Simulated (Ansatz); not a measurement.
**C2HTe radical: an energy map over bond length C2–H4 and angle H4–C2–Te3**

How does the energy of C₂HTe, SMILES [C]1=C[Te]1, spin multiplicity 2 change over two coordinates at once? A grid of runs gives the map.

The runs use Ansatz 0.2.0; UKS PBE0-D4/def2-TZVP.

**1. Starting geometry**

SMILES `[C]1=C[Te]1`, 4 atoms, charge 0, spin multiplicity 2.

Atoms are counted from 1 here; the program's logs count them from 0.

Bond lengths: C1–C2 1.328 Å, C1–Te3 2.293 Å, C2–Te3 2.132 Å, C2–H4 1.098 Å. Angles: C2–C1–Te3 66.0°, C1–C2–Te3 79.3°, C1–C2–H4 149.2°, Te3–C2–H4 131.5°, C1–Te3–C2 34.7°.

Geometry (Å):

```tsv
atom	x (Å)	y (Å)	z (Å)
C1	-0.54469	-0.57461	0.89605
C2	-0.34453	0.19692	-0.16647
Te3	1.63975	-0.48945	0.20558
H4	-0.75052	0.86713	-0.93517
```

**3. Setting up the map**

The axes are (1) bond length C2–H4: 11 values from 0.948 to 1.346 Å; (2) angle H4–C2–Te3: 11 values from 95.5 to 165.5 °.

Nothing else is relaxed (all other coordinates rigid). Energies count from the relaxed molecule at the same level. Points are written as (first, second).

(The set-up runs are not shown.)

**4. Grid point (1.067 Å, 130.5°)**

input.yaml reads:

```yaml
crystal:
  periodic: [false, false, false]
  atoms:
    - { symbol: C, position_ang: [-0.532884, -0.565913, 0.881421] }
    - { symbol: C, position_ang: [-0.346075, 0.193033, -0.160666] }
    - { symbol: Te, position_ang: [1.609703, -0.479126, 0.200063] }
    - { symbol: H, position_ang: [-0.726559, 0.845915, -0.91397] }
magnetization:
  spin_polarized: true
  initial_magnetization: 1
basis:
  gaussian: { orbitals: def2-TZVP }
hamiltonian:
  xc: pbe0
  dispersion: d4
output:
  forces: true
```

Run with:

```bash
$ ansatz run input.yaml --threads 1 --pin off --max-ram 2560MiB --backend cpu --events-out ev --progress --plain --runs-dir out
```

The session goes on with these runs: the other points that were computed.

Before running it: what results should come out? Wanted: lowest point; highest computed point; dipole moment.

The runs gave:

```
               quantity                                                                            value
           lowest point                                                     (1.067 Å, 130.5°), 0.0019 eV
 highest computed point                                       (1.346 Å, 95.5°), 1.38 eV above the lowest
      dipole moment (D)  2.23 at (1.346 Å, 165.5°) to 3.22 at (1.346 Å, 95.5°); 2.76 at the lowest point
time for the whole task                                                  11 min on 1 thread, shared host
```

The lowest computed point is at (1.067 Å, 130.5°), 0.0019 eV from the relaxed molecule at the same level. The grid is coarse, so the lowest point of the scanned range may lie between grid points; coordinates that were held can hide deeper minima. The grid shows no other well, apart from its symmetry copies. The highest computed point, (1.346 Å, 95.5°), lies 1.38 eV above the lowest. Round the minimum the two coordinates are nearly uncoupled.
